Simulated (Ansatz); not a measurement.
# B3N2: the cost of one run

Computed with Ansatz 0.2.0 (DFT PBE, scalar-relativistic, plane waves, PAW, unless a step's input says otherwise).

2 further runs of the same task are left out: 2 set aside as unsound or not needed.

**1. The system as given**

Symmetry: P4/mbm, No. 127, tetragonal system. Conventional cell: a = 5.142 Å, b = 5.142 Å, c = 2.715 Å, α = 90.00°, β = 90.00°, γ = 90.00°. B (site symmetry 4/m) has 4 N at 2.06 Å and 8 B at 2.33 Å as nearest neighbours. B (site symmetry m2m) is surrounded by 6 N at 2.02 to 2.06 Å. N (site symmetry m2m) has 1 N at 1.71 Å as nearest neighbours.

Coordinates:

```
B N
1.0
     5.14201    0.00000    0.00000
     0.00000    5.14201    0.00000
     0.00000    0.00000    2.71498
B N
6 4
Direct
  0.00000 0.00000 0.00000
  0.50000 0.50000 0.00000
  0.17680 0.67680 0.50000
  0.32320 0.17680 0.50000
  0.82320 0.32320 0.50000
  0.67680 0.82320 0.50000
  0.38270 0.88270 0.00000
  0.11730 0.38270 0.00000
  0.61730 0.11730 0.00000
  0.88270 0.61730 0.00000
```

This is candidate A: Th3Ga2 type (P4/mbm, No. 127).

(A quick probe on a coarse mesh, which set the mesh and smearing, is not shown.)

**3. Coarse relaxation (candidate A)**

input.yaml

```yaml
crystal:
  lattice:
    - [5.1420074758, 0.0, 0.0]
    - [0.0, 5.1420074758, 0.0]
    - [0.0, 0.0, 2.7149799472]
  atoms:
    - { symbol: B, position: [0.0, 0.0, 0.0] }
    - { symbol: B, position: [0.5, 0.5, 0.0] }
    - { symbol: B, position: [0.1768, 0.6768, 0.5] }
    - { symbol: B, position: [0.3232, 0.1768, 0.5] }
    - { symbol: B, position: [0.8232, 0.3232, 0.5] }
    - { symbol: B, position: [0.6768, 0.8232, 0.5] }
    - { symbol: "N", position: [0.3827, 0.8827, 0.0] }
    - { symbol: "N", position: [0.1173, 0.3827, 0.0] }
    - { symbol: "N", position: [0.6173, 0.1173, 0.0] }
    - { symbol: "N", position: [0.8827, 0.6173, 0.0] }
basis:
  ecutwfc: 420
kpoints:
  mp_grid: { grid: [4, 4, 6] }
hamiltonian:
  xc: pbe
scf:
  occupations: { method: gaussian, width: 0.1 }
  lower_state_search: "off"
output:
  forces: true
  stress: true
  eigenvalues: true
relax:
  adjacent_minimum: "off"
  f_tol: 0.04
  max_steps: 70
  cell: { stress_tol: 0.4 }
```

Launch:

```console
ansatz run input.yaml --threads 1 --pin off --max-ram 2560MiB --backend cpu --events-out ev --progress --plain --runs-dir out
```

**Question.** How long does this run take on 1 thread of Arm Neoverse V1, shared host, and how much memory does it need?

About 2.5 min, with a peak of 0.39 GiB.
